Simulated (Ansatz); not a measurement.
# BF₂H₄NOSi: basis-set convergence

One table from this session's results is given with a row withheld; the runs are named, their logs left out.

Program: Ansatz 0.2.0, Gaussian basis. Level of theory: one geometry, several basis sets. These are calculated values, not measurements.

Plan: PBE0-D4/def2-SVP; ωB97M-V/def2-SVP; PBE0-D4/def2-QZVPP; ωB97M-V/def2-QZVPP; the functionals' def2-TZVPP values are taken from earlier runs.

## The relaxed structure

All runs share one geometry, relaxed beforehand with PBE0-D4 in a triple-zeta def2 set.

SMILES `NB(O)[SiH](F)F`, 10 atoms, charge 0, spin multiplicity 1.

Atoms are counted from 1 here; the program's logs count them from 0.

Bond lengths: N1–B2 1.403 Å, N1–H7 1.005 Å, N1–H8 1.008 Å, B2–O3 1.366 Å, B2–Si4 2.025 Å, O3–H9 0.961 Å, Si4–F5 1.596 Å, Si4–F6 1.596 Å, Si4–H10 1.488 Å. Angles: B2–N1–H7 122.4°, B2–N1–H8 124.5°, H7–N1–H8 113.0°, N1–B2–O3 123.8°, N1–B2–Si4 118.6°, O3–B2–Si4 117.6°, B2–O3–H9 115.4°, B2–Si4–F5 111.3°, B2–Si4–F6 111.3°, B2–Si4–H10 114.6°, F5–Si4–F6 106.5°, F5–Si4–H10 106.4°, F6–Si4–H10 106.4°.

Set-up of the first run:

Contents of in.yaml:

```yaml
crystal:
  periodic: [false, false, false]
  atoms:
    - {symbol: N, position_ang: [0.642103, -1.239952, 0.716962]}
    - {symbol: B, position_ang: [0.467027, 0.087374, 0.297529]}
    - {symbol: O, position_ang: [1.301481, 1.111282, 0.646239]}
    - {symbol: Si, position_ang: [-1.109589, 0.528048, -0.894377]}
    - {symbol: F, position_ang: [-0.628740, 1.149134, -2.283538]}
    - {symbol: F, position_ang: [-2.060801, 1.615621, -0.216838]}
    - {symbol: H, position_ang: [0.014566, -1.977441, 0.448092]}
    - {symbol: H, position_ang: [1.393622, -1.557569, 1.308781]}
    - {symbol: H, position_ang: [2.039139, 0.866641, 1.212289]}
    - {symbol: H, position_ang: [-1.975707, -0.634339, -1.232239]}
basis:
  gaussian: {orbitals: def2-SVP}
hamiltonian: {xc: pbe0, dispersion: d4}
output: {orbitals: {seedname: orbitals}}
```

The run is started by

```
$ ansatz run in.yaml --threads 4 --pin off --events-out ev --progress --plain --max-ram 10444MiB
```

Among the steps run: PBE0-D4 in def2-SVP; ωB97M-V in def2-SVP; PBE0-D4 in def2-QZVPP; ωB97M-V in def2-QZVPP.

One of the session's tables, all rows but one given; the rest of the session is left out.

It belongs to the step «Functionals by basis». 

| functional | basis | HOMO (eV) | LUMO (eV) |
| --- | --- | --- | --- |
| PBE0-D4 | def2-SVP | -8.07 | -0.01 |
| PBE0-D4 | def2-TZVPP | -8.28 | -0.39 |
| PBE0-D4 | def2-QZVPP | -8.32 | -0.49 |
| ωB97M-V | def2-SVP | -10.22 | 2.04 |
| ωB97M-V | def2-TZVPP | ? | ? |
| ωB97M-V | def2-QZVPP | -10.50 | 1.05 |

**Question.** Estimate the row for ωB97M-V, def2-TZVPP.

**Answer.** HOMO (eV): -10.46; LUMO (eV): 1.54. In the column «HOMO (eV)» it lies between ωB97M-V, def2-QZVPP (-10.50) and ωB97M-V, def2-SVP (-10.22).
